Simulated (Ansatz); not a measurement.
# HfH2: pressure against volume

The task here is to estimate one member of a computed series from the others.

Method: DFT LDA, scalar-relativistic, in Ansatz 0.2.0.

## Starting point

It takes space group I4/mmm (No. 139, tetragonal). Conventional cell: a = 3.461 Å, b = 3.461 Å, c = 4.290 Å, α = 90.00°, β = 90.00°, γ = 90.00°. Hf (site symmetry 4/mmm) is surrounded by 8 H at 2.04 Å. H (site symmetry -4m2) has 4 Hf at 2.04 Å as nearest neighbours.

As a file:

```cif
data_structure
_symmetry_space_group_name_H-M 'P 1'
_symmetry_Int_Tables_number 1
_cell_length_a 3.2544
_cell_length_b 3.2544
_cell_length_c 3.2544
_cell_angle_alpha 115.744
_cell_angle_beta 115.744
_cell_angle_gamma 97.544
_cell_volume 25.70
loop_
_atom_site_label
_atom_site_type_symbol
_atom_site_fract_x
_atom_site_fract_y
_atom_site_fract_z
_atom_site_occupancy
Hf1 Hf 0.00000 0.00000 0.00000 1
H1 H 0.25000 0.75000 0.50000 1
H2 H 0.75000 0.25000 0.50000 1
```

Atoms are numbered in the order of the input: Hf1, H2, H3.

The first run:

input.yaml

```yaml
crystal:
  lattice:
    - [-1.6956757868, 1.6956757868, 2.1013884534]
    - [1.6956757868, -1.6956757868, 2.1013884534]
    - [1.6956757868, 1.6956757868, -2.1013884534]
  atoms:
    - { symbol: Hf, position: [0.0, 0.0, 0.0] }
    - { symbol: H, position: [0.25, 0.75, 0.5] }
    - { symbol: H, position: [0.75, 0.25, 0.5] }
kpoints:
  mp_grid: { grid: [15, 15, 15] }
scf:
  occupations: { method: fermi_dirac, width: 0.03 }
hamiltonian:
  xc: lda
  pseudopotentials: { kind: all_electron, lapw: { basis_error: 0.0005 } }
output:
  forces: true
  stress: true
  eigenvalues: true
```

The run is started by

```console
> ansatz run input.yaml --threads 1 --pin off --max-ram 4096MiB --backend cpu --events-out ev --progress --plain --runs-dir out
```

Among the steps run: Volume × 0.9405, LAPW; Volume × 0.9405, PAW; Volume × 0.9405, crystal datasets; Volume × 0.97, LAPW; Volume × 0.97, PAW; Volume × 1.03, LAPW; Volume × 1.03, PAW; Volume × 1.06, LAPW; Volume × 1.06, PAW; Volume × 1.06, crystal datasets.

One table of the session follows, with a row left open; its other results are not shown here.

| method | volume (Å³/atom) | F above the lowest (meV/atom) |
| --- | --- | --- |
| LAPW | 8.056 | 3.8 |
| LAPW | 8.309 | 0.0 |
| LAPW | 8.823 | 15.4 |
| LAPW | 9.080 | 32.6 |
| PAW | 8.056 | 3.7 |
| PAW | 8.309 | 0.0 |
| PAW | 8.823 | ? |
| PAW | 9.080 | 32.7 |
| crystal datasets | 8.056 | – |
| crystal datasets | 9.080 | – |

Estimate the missing values for PAW, 8.823.

The run gave: F above the lowest (meV/atom): 15.5. In the column «F above the lowest (meV/atom)» it lies between LAPW, 8.823 (15.4) and LAPW, 9.080 (32.6).

Limits of these values: Shape and positions are held, so a fully relaxed modulus can be lower. Spin-orbit coupling is left out, though the cell holds Hf; in elements this heavy it can shift bands and gaps by tenths of an eV. Warnings in the runs' records: gradients without spin orbit, crystal datasets made.
